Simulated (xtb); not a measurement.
# doublet GeSiH3SF− at GFN0-xTB

Wanted: energy and gradient of doublet GeSiH3SF−. 

The results are computed with xtb 6.7.1.

2 further runs of the same task are left out: 1 that didn't finish, 1 set aside as unsound or not needed.

### 1 The system as given

GeSiH3SF−: 7 atoms, total charge -1, spin state doublet. SMILES of the parent species: `F[SiH]1[S][GeH2]1`. Geometry: optimised at GFN2-xTB.

Bond lengths: F1–Si2 1.604 Å, Si2–S3 2.052 Å, Si2–Ge4 2.361 Å, Si2–H5 1.441 Å, Ge4–H6 1.533 Å, Ge4–H7 1.534 Å. Angles: F1–Si2–S3 120.2°, F1–Si2–Ge4 110.9°, S3–Si2–Ge4 68.2°, F1–Si2–H5 103.9°, S3–Si2–H5 129.7°, Ge4–Si2–H5 118.8°, Si2–Ge4–H6 122.9°, Si2–Ge4–H7 119.3°, H6–Ge4–H7 99.9°. A long bond or contact: S3–Ge4 2.487 Å.

### 2 Energy and forces at GFN0-xTB

mol.json reads:

```json
{
 "schema_name": "qcschema_molecule",
 "schema_version": 2,
 "symbols": [
  "F",
  "Si",
  "S",
  "Ge",
  "H",
  "H",
  "H"
 ],
 "geometry": [
  -0.78380737,
  -3.08646511,
  3.11589004,
  0.41406923,
  -2.17923784,
  0.48324832,
  -1.89118121,
  -1.02448856,
  -2.41240925,
  0.30159651,
  2.26622382,
  0.1288094,
  2.82628384,
  -3.44085112,
  0.39028136,
  -2.128956,
  3.80855403,
  0.45678082,
  1.37783522,
  3.52757632,
  -2.2487722
 ],
 "molecular_charge": -1,
 "molecular_multiplicity": 2
}
```

Started as:

```bash
$ xtb mol.json --gfn 0 --json --grad > mol.out
```

Q: Predict the results. Wanted: total energy; HOMO energy; LUMO energy; dispersion energy; largest force on an atom; mean polarisability.

Answer, from the run:

Level: GFN0-xTB.

| quantity | value |
| --- | --- |
| total energy | -14.14389 Eh |
| HOMO energy (partly filled) | -7.84 eV |
| LUMO energy | -6.12 eV |
| dispersion energy | -5.59 kJ/mol |
| largest force on an atom | 2.075 eV/Å |
| mean polarisability (D4 model) | 93.5 bohr³ |
